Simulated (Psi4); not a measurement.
# B3LYP/6-31G(d) (spherical functions) run of CH2FNOSi (SMILES O=C=N[SiH2]F)

What is the energy change on altering one bond length of CH2FNOSi at B3LYP/6-31G* (spherical functions)? 

Program for the calculation: Psi4 1.11.

2 further runs of the same task are left out: 2 set aside as unsound or not needed.

### Step 1. The structure to begin with

The species is CH2FNOSi (7 atoms), meant as a singlet with charge 0. As SMILES, `O=C=N[SiH2]F`. The shape is that of a PBE0-D4/def2-TZVP optimisation. This is one conformer, not always the lowest.

Bond lengths: O1–C2 1.162 Å, C2–N3 1.195 Å, N3–Si4 1.694 Å, Si4–F5 1.591 Å, Si4–H6 1.475 Å, Si4–H7 1.475 Å. Angles: O1–C2–N3 178.4°, C2–N3–Si4 166.0°, N3–Si4–F5 109.2°, N3–Si4–H6 109.0°, N3–Si4–H7 109.0°, F5–Si4–H6 108.2°, F5–Si4–H7 108.2°, H6–Si4–H7 113.2°.

### Step 2. Energy and forces at B3LYP/6-31G(d) (spherical functions)

The input, ch2fnosi.inp:

```
memory 2200 mb

molecule {
  0 1
  O     -0.573800    -2.908000    -0.552000
  C     -0.306900    -1.816900    -0.256100
  N     -0.019000    -0.706200     0.076100
  Si     0.212100     0.968300     0.188900
  F     -0.420200     1.671000    -1.091000
  H     -0.490300     1.470300     1.384800
  H      1.659300     1.253600     0.203700
  units angstrom
  symmetry c1
}

set {
  basis                6-31G*
  puream               true
  e_convergence        1e-09
  d_convergence        1e-08
  scf_type             pk
  dft_radial_points    99
  dft_spherical_points 590
}

result, w = gradient("b3lyp", return_wfn=True)
oeprop(w, "DIPOLE", "MAYER_INDICES", "MULLIKEN_CHARGES", title="B3LYP")
print_variables()
```

On the command line:

```console
$ psi4 -i ch2fnosi.inp -o ch2fnosi.out -n 1
```

ch2fnosi.out:

```text
[...]
  Running in c1 symmetry.
[...]
  Nuclear repulsion =  204.922898825379804
[...]
  Multiplicity = 1
[...]
  Nalpha       = 23
  Nbeta        = 23
[...]
    Number of basis functions: 78
[...]
   @RKS iter   1:  -558.47218908456091   -3.00812e-01   1.00252e-02 DIIS/ADIIS
[...]
   @RKS iter  11:  -558.70835419512116   -1.05729e-11   7.55537e-09 DIIS
[...]
    Orbital Energies [Eh]
    ---------------------
    Doubly Occupied:
       1A    -66.194731     2A    -24.692701     3A    -19.207842
       4A    -14.357103     5A    -10.342335     6A     -5.347187
       7A     -3.707678     8A     -3.705621     9A     -3.703511
      10A     -1.192046    11A     -1.123042    12A     -0.950851
      13A     -0.642867    14A     -0.523532    15A     -0.505609
      16A     -0.481193    17A     -0.479740    18A     -0.453620
      19A     -0.451768    20A     -0.411819    21A     -0.368000
      22A     -0.323852    23A     -0.310324
[...]
  @RKS Final Energy:  -558.70835419512116
   => Energetics <=
    Nuclear Repulsion Energy =            204.9228988253798036
    One-Electron Energy =               -1177.5729411788217931
    Two-Electron Energy =                 456.8802608975732369
    DFT Exchange-Correlation Energy =     -42.9385727392523364
    Empirical Dispersion Energy =           0.0000000000000000
    VV10 Nonlocal Energy =                  0.0000000000000000
    Total Energy =                       -558.7083541951210464
[...]
  -Total Gradient:
     Atom            X                  Y                   Z
    ------   -----------------  -----------------  -----------------
       1        0.006631885661     0.027394346207     0.007298033542
       2       -0.002193743757    -0.008603300271    -0.002506204111
       3       -0.003453642974    -0.010734019865    -0.004460669344
       4       -0.004757582788    -0.002753755811    -0.008095420428
       5        0.005145753177    -0.005787871101     0.010425399905
       6       -0.000276749807     0.000199539222    -0.001598847276
       7       -0.001125182773     0.000291336930    -0.001114522661
[...]
 Multipole Moments:
 ------------------------------------------------------------------------------------
     Multipole            Electronic (a.u.)      Nuclear  (a.u.)        Total (a.u.)
 ------------------------------------------------------------------------------------
 L = 1.  Multiply by 2.5417464519 to convert [e a0] to [Debye]
 Dipole X            :         -1.3590477            1.6411834            0.2821357
 Dipole Y            :         -0.7617857            1.1609442            0.3991584
 Dipole Z            :         -2.3373169            2.7787097            0.4413929
 Magnitude           :                                                    0.6586013
[...]
  Mulliken Charges: (a.u.)
   Center  Symbol    Alpha    Beta     Spin     Total
       1     O     4.16050  4.16050  0.00000 -0.32100
       2     C     2.74628  2.74628  0.00000  0.50745
       3     N     3.70767  3.70767  0.00000 -0.41533
       4    SI     6.60290  6.60290  0.00000  0.79420
       5     F     4.69396  4.69396  0.00000 -0.38792
       6     H     0.54433  0.54433  0.00000 -0.08865
       7     H     0.54438  0.54438  0.00000 -0.08875
   Total alpha = 23.00000, Total beta = 23.00000, Total charge =  0.00000
  Mayer Bond Indices:
[...]
```

Wall time 21 s (1 thread of Intel Xeon Platinum 8259CL at 2.50GHz (Skylake/Cascade Lake), shared host); peak memory 0.98 GiB.

### Step 3. The distorted shape, same level

The input, ch2fnosi.in:

```
memory 2200 mb

molecule geom {
  0 1
  O     -0.707253    -3.453564    -0.699954
  C     -0.306900    -1.816900    -0.256100
  N     -0.019000    -0.706200     0.076100
  Si     0.212100     0.968300     0.188900
  F     -0.420200     1.671000    -1.091000
  H     -0.490300     1.470300     1.384800
  H      1.659300     1.253600     0.203700
  symmetry c1
  no_reorient
  no_com
}

set {
  basis                6-31G*
  puream               true
  e_convergence        1e-09
  d_convergence        1e-08
  scf_type             pk
  dft_radial_points    99
  dft_spherical_points 590
}

energy_value, wavefunction = gradient('b3lyp', return_wfn=True)
oeprop(wavefunction, 'QUADRUPOLE', 'MULLIKEN_CHARGES', 'WIBERG_LOWDIN_INDICES')
print_variables()
```

On the command line:

```console
$ psi4 ch2fnosi.in ch2fnosi.out -n 1
```

ch2fnosi.out (excerpt; [...] marks lines left out):

```text
[...]
  Running in c1 symmetry.
[...]
  Nuclear repulsion =  192.249728400742271
[...]
  Multiplicity = 1
[...]
  Nalpha       = 23
  Nbeta        = 23
[...]
    Number of basis functions: 78
[...]
   @RKS iter   1:  -558.23464042249498   -6.90313e-01   1.08993e-02 ADIIS/DIIS
[...]
   @RKS iter  13:  -558.52792311034887   -2.84217e-12   3.16162e-09 DIIS
[...]
  @RKS Final Energy:  -558.52792311034887
   => Energetics <=
    Nuclear Repulsion Energy =            192.2497284007422707
    One-Electron Energy =               -1152.0803708306982571
    Two-Electron Energy =                 444.0254226746776567
    DFT Exchange-Correlation Energy =     -42.7227033550705499
    Empirical Dispersion Energy =           0.0000000000000000
    VV10 Nonlocal Energy =                  0.0000000000000000
    Total Energy =                       -558.5279231103488655
[...]
  -Total Gradient:
     Atom            X                  Y                   Z
    ------   -----------------  -----------------  -----------------
       1       -0.036887936927    -0.150181954097    -0.041010928580
       2        0.028258868463     0.121070975824     0.030221997133
       3        0.013185638656     0.056319651087     0.014180464253
       4       -0.008394447524    -0.032711945134    -0.009283444764
       5        0.004296274015    -0.000884441580     0.007976500506
       6       -0.000065587298     0.003153311852    -0.001151070834
       7       -0.000401162293     0.003214265764    -0.000944647612
[...]
 Multipole Moments:
 ------------------------------------------------------------------------------------
     Multipole            Electronic (a.u.)      Nuclear  (a.u.)        Total (a.u.)
 ------------------------------------------------------------------------------------
[...]
  Mulliken Charges: (a.u.)
   Center  Symbol    Alpha    Beta     Spin     Total
       1     O     4.19764  4.19764  0.00000 -0.39528
       2     C     2.79909  2.79909  0.00000  0.40183
       3     N     3.65154  3.65154  0.00000 -0.30308
       4    SI     6.59485  6.59485  0.00000  0.81031
       5     F     4.68802  4.68802  0.00000 -0.37604
       6     H     0.53443  0.53443  0.00000 -0.06886
       7     H     0.53444  0.53444  0.00000 -0.06887
   Total alpha = 23.00000, Total beta = 23.00000, Total charge =  0.00000
  Wiberg Bond Indices using Orthogonal Lowdin Orbitals:
[...]
```

It took 22 s on 1 thread of Intel Xeon Platinum 8259CL at 2.50GHz (Skylake/Cascade Lake), shared host; peak memory 0.96 GiB.

### Step 4. What came out

At B3LYP/6-31G* (spherical functions):

```
                                                         quantity          value
                                        first shape: total energy  -558.70835 Eh
                                       first shape: dipole moment         1.67 D
                                         first shape: HOMO energy       -8.44 eV
                                         first shape: LUMO energy       -0.12 eV
                                       first shape: HOMO–LUMO gap        8.32 eV
                            first shape: largest force on an atom     1.497 eV/Å
                                    distorted shape: total energy  -558.52792 Eh
                                   distorted shape: dipole moment         4.57 D
                                     distorted shape: HOMO energy       -7.37 eV
                                     distorted shape: LUMO energy       -1.94 eV
                                   distorted shape: HOMO–LUMO gap        5.42 eV
                        distorted shape: largest force on an atom     8.227 eV/Å
energy change with the O1–C2 bond stretched from 1.162 to 1.742 Å       4.910 eV
```

In words: With the O1–C2 bond stretched from 1.162 to 1.742 Å the energy rises by 4.91 eV (474 kJ/mol). The first shape isn't relaxed at this level, so the change isn't measured from a minimum. The largest force (first shape) is 1.50 eV/Å: the shape isn't a stationary point for this species at this level. Mulliken charges (first shape) run from -0.42 on N3 to +0.79 on Si4. Mulliken charges (distorted shape) run from -0.40 on O1 to +0.81 on Si4.
